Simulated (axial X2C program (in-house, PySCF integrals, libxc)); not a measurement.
# A two-component session on RuH⁺: properties at the nuclei

Aim: properties at the nuclei of RuH⁺, with spin–orbit coupling in the Hamiltonian from the start.

Program: an in-house X2C program for linear molecules on PySCF integrals. Level of theory: two-component X2C with atomic mean-field terms, Ru dyall-cv3z, H dyall-v3z. These are calculated values, not measurements.

## 1. Input

File task.json:

```json
{"zs": [44, 1], "q": 1, "bas": ["dyall-cv3z", "dyall-v3z"], "r0": 1.57, "levels": ["PBE0", "HF", "PBE50", "B3LYP", "TPSSh"], "nst": 3}
```

Keys: zs atomic numbers; q charge; bas basis sets; r0 starting distance in Å; levels methods (HF also brings MP2); nst determinants followed.

Launch:

```sh
$ python soeom.py task.json out
```

The runs that follow: Expectation values, lowest determinant; Expectation values, a higher determinant; Expectation values, a higher determinant.

Q: Predict the outcome of this session. Wanted: lowest determinant; Eeff magnitude; Ws magnitude Ru; A∥/gI Ru; qzz Ru; higher determinant (for each run or level that gives them).

**Answer**, as computed:

```
                                        quantity                                            value
                              lowest determinant   Ω = 3 (excess of +ω over −ω: ω = 1/2, ω = 5/2)
                    Eeff magnitude (GV/cm), PBE0                                             3.95
                     Ws magnitude Ru (kHz), PBE0                                            0.611
                            A∥/gI Ru (MHz), PBE0                                              754
                             qzz Ru (a.u.), PBE0                                            -3.57
                              higher determinant   Ω = 4 (excess of +ω over −ω: ω = 3/2, ω = 5/2)
Eeff magnitude (GV/cm), PBE0, higher determinant                                             5.13
 Ws magnitude Ru (kHz), PBE0, higher determinant                                            0.584
        A∥/gI Ru (MHz), PBE0, higher determinant                                              666
         qzz Ru (a.u.), PBE0, higher determinant                                             1.34
                              higher determinant  Ω = 1 (excess of +ω over −ω: ω = -3/2, ω = 5/2)
Eeff magnitude (GV/cm), PBE0, higher determinant                                             3.94
 Ws magnitude Ru (kHz), PBE0, higher determinant                                              1.8
        A∥/gI Ru (MHz), PBE0, higher determinant                                             1180
         qzz Ru (a.u.), PBE0, higher determinant                                            -3.45
```

What this shows: In the first state, the effective field runs from 3.77 to 4.35 GV/cm over the mean-field levels. The expectation values come from single determinants, which for open shells can mix terms of unlike spin or miss the lowest Ω, so a determinant need not be a state. Eeff is the effective electric field on the electron dipole moment in this Ω state and Ws the scalar–pseudoscalar constant (defined with the proton number Z and per Ω); A∥ is the parallel hyperfine constant, which follows by multiplying with the nuclear g factor gI = μI/(I μN); qzz is the electric field gradient, eQq0 = 234.96 MHz × Q/barn × qzz. The operators were transformed with the bare-nucleus X2C matrices. A second determinant lies within 0.1 eV of the first, so their order is not settled at this level.
